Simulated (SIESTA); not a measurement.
Write the native input for SIESTA 5.4.2 that does the following.

* Task: single point
* Functional: PBEsol
* Potentials or basis: PseudoDojo 0.4 standard (PBEsol files)
* Basis: DZP (energy shift 0.003 Ry; two zetas on semicore shells)
* Grid cutoff: 800 Ry
* Energy shift: 0.003 Ry
* k mesh: 6 × 6 × 6
* Occupations: fermi-dirac, width 0.05 eV
* Spin: collinear spin, ferromagnetic start
* Starting moments: [3.0, 3.0, 3.0, 1.0, 0.0, 0.0, 0.0, 0.0, 0.0, 0.0] μB

TiFe3O6:

```
CELL_PARAMETERS angstrom
2.58454 1.49218 4.63613
-2.58454 1.49218 4.63613
0.00000 -2.98437 4.63613
ATOMIC_POSITIONS crystal
Fe 0.14767 0.14767 0.14767
Fe 0.64763 0.64763 0.64763
Fe 0.35658 0.35658 0.35658
Ti 0.85423 0.85423 0.85423
O 0.76894 0.44898 0.03568
O 0.03568 0.76894 0.44898
O 0.44898 0.03568 0.76894
O 0.23903 0.57014 0.93111
O 0.93111 0.23903 0.57014
O 0.57014 0.93111 0.23903
```

The cell comes from a database or a generator and needn't be the stable form of this composition.

These files were run (other wordings do the same):

TiFe3O6.fdf

```
SystemName                      TiFe3O6
SystemLabel                     TiFe3O6
NumberOfSpecies                 3
NumberOfAtoms                   10
%block ChemicalSpeciesLabel
  1  26 Fe
  2  22 Ti
  3   8 O
%endblock ChemicalSpeciesLabel

LatticeConstant                 1.0 Ang
%block LatticeVectors
     2.5845398794     1.4921847951     4.6361250187
    -2.5845398794     1.4921847951     4.6361250187
     0.0000000000    -2.9843695902     4.6361250187
%endblock LatticeVectors
AtomicCoordinatesFormat         Fractional
%block AtomicCoordinatesAndAtomicSpecies
     0.1476730000     0.1476730000     0.1476730000  1  Fe
     0.6476350000     0.6476350000     0.6476350000  1  Fe
     0.3565840000     0.3565840000     0.3565840000  1  Fe
     0.8542300000     0.8542300000     0.8542300000  2  Ti
     0.7689420000     0.4489840000     0.0356760000  3  O
     0.0356760000     0.7689420000     0.4489840000  3  O
     0.4489840000     0.0356760000     0.7689420000  3  O
     0.2390290000     0.5701370000     0.9311100000  3  O
     0.9311100000     0.2390290000     0.5701370000  3  O
     0.5701370000     0.9311100000     0.2390290000  3  O
%endblock AtomicCoordinatesAndAtomicSpecies

%block kgrid.MonkhorstPack
    6   0   0  0.0
    0   6   0  0.0
    0   0   6  0.0
%endblock kgrid.MonkhorstPack
XC.Functional                   GGA
XC.Authors                      PBEsol
PAO.BasisSize                   DZP
PAO.EnergyShift                 0.003 Ry
Mesh.Cutoff                     800 Ry
Spin                            polarized
%block DM.InitSpin
    1   3.000
    2   3.000
    3   3.000
    4   1.000
    5   0.000
    6   0.000
    7   0.000
    8   0.000
    9   0.000
   10   0.000
%endblock DM.InitSpin
OccupationFunction              FD
ElectronicTemperature           0.05 eV
MaxSCFIterations                200
SCF.MustConverge                false
SCF.Mixer.Method                Pulay
SCF.Mixer.Weight                0.1
SCF.Mixer.History               10
SCF.DM.Tolerance                5.0e-05
SCF.H.Tolerance                 1.0e-03 eV
WriteForces                     true
Charge.Mulliken                 end
Charge.Hirshfeld                end
Charge.Voronoi                  end
SaveRho                         true
SaveElectrostaticPotential      true
%block PAO.Basis
  Fe 5
  n=3 0 2
    2.625 0.000
  n=4 0 2
    7.520 0.000
  n=3 1 2
    2.943 0.000
  n=4 1 1
    7.520
  n=3 2 2
    4.859 0.000
  Ti 5
  n=3 0 2
    3.151 0.000
  n=4 0 2
    8.703 0.000
  n=3 1 2
    3.568 0.000
  n=4 1 1
    8.703
  n=3 2 2
    6.267 0.000
%endblock PAO.Basis
```

Potentials or basis: PseudoDojo 0.4 standard (PBEsol files), DZP (energy shift 0.003 Ry; two zetas on semicore shells).

Run with:

```bash
$ siesta TiFe3O6.fdf > TiFe3O6.out 2>&1
```

It gave:

The pressure is -8.6 GPa and the largest force is 0.757 eV/Å. The band gap on the k mesh is none (metal or under the smearing width), the net moment is 13.52 μB per cell and the site moments are Fe +3.93, +3.90, +3.95; Ti +0.09; O +0.33, +0.22 μB. The hirshfeld charges are Fe +0.45, +0.47; Ti +0.35; O -0.29 e. The voronoi charges are Fe +0.53, +0.52, +0.54; Ti +0.43; O -0.34, -0.33 e.

Caveat: Mulliken charges of long-ranged orbitals can have an unphysical sign; short orbitals over semicore shells can move pressures by several GPa; the basis of atomic orbitals isn't converged, which shifts pressures, moduli and gaps; semilocal functionals often make such compounds metallic where correlation or magnetic order opens a gap, which also shifts bond lengths; only a ferromagnetic start was run, and an antiferromagnetic order may lie lower in energy.

Wall time 8.3 min on 1 thread of Intel(R) Xeon(R) 6975P-C (Granite Rapids), with other jobs on the host, peak memory 0.64 GiB.
